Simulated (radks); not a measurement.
# Ionisation of Sm²⁵⁺: one atom, several choices of relativity

An exercise on one series of results from a longer session: the logs are not shown, and one member is left open.

Program: radks (a radial shooting solver on a logarithmic mesh, Libxc functionals) version 1. Level of theory: Kohn-Sham, BLYP, spin-unpolarised, spherical densities. These are calculated values, not measurements, unless marked.

### The atom as given

| Quantity | Value |
| --- | --- |
| element | samarium (Z = 62) |
| charge | +25 |
| electrons | 37 |
| configuration | [Kr] 4d1 |
| ion | Sm²⁶⁺, [Kr] |
| choices | non-relativistic; scalar-relativistic; Dirac, 2j+1 shares; Dirac, low j first; scalar-relativistic, finite nucleus; Dirac, 2j+1 shares, finite nucleus; Dirac, c × 1.5; Dirac, c × 2; Dirac, c × 10 |

Set-up of the first run:

Input:

```text
Z 62
configuration [Kr] 4d1 5s0 5p0
relativity non-relativistic
functional b88,lyp
spin unpolarised
nucleus point
```

Among the steps run: non-relativistic: Sm²⁵⁺.

One of the session's tables, all rows but one given; the rest of the session is left out.

It belongs to the step «non-relativistic: Sm²⁵⁺». Radial moments (bohr):

| level | <r> | outermost maximum (interpolated) | 90 % within | nodes |
| --- | --- | --- | --- | --- |
| 3s | 0.2682 | 0.248 | 0.391 | 2 |
| 3p | ? | ? | ? | ? |
| 3d | 0.2286 | 0.187 | 0.355 | 0 |
| 4s | 0.5574 | 0.541 | 0.787 | 3 |
| 4p | 0.5601 | 0.542 | 0.799 | 2 |
| 4d | 0.5596 | 0.533 | 0.815 | 1 |
| 5s | 0.9882 | 1.00 | 1.37 | 4 |
| 5p | 1.007 | 1.02 | 1.40 | 3 |

**Question.** Estimate the row for 3p.

As computed: <r>: 0.2577; outermost maximum (interpolated): 0.235; 90 % within: 0.384; nodes: 1. In the column «<r>» it lies between 3d (0.2286) and 3s (0.2682).

Limits of these values: Spin polarisation and multiplet splitting of open shells are left out at every level.
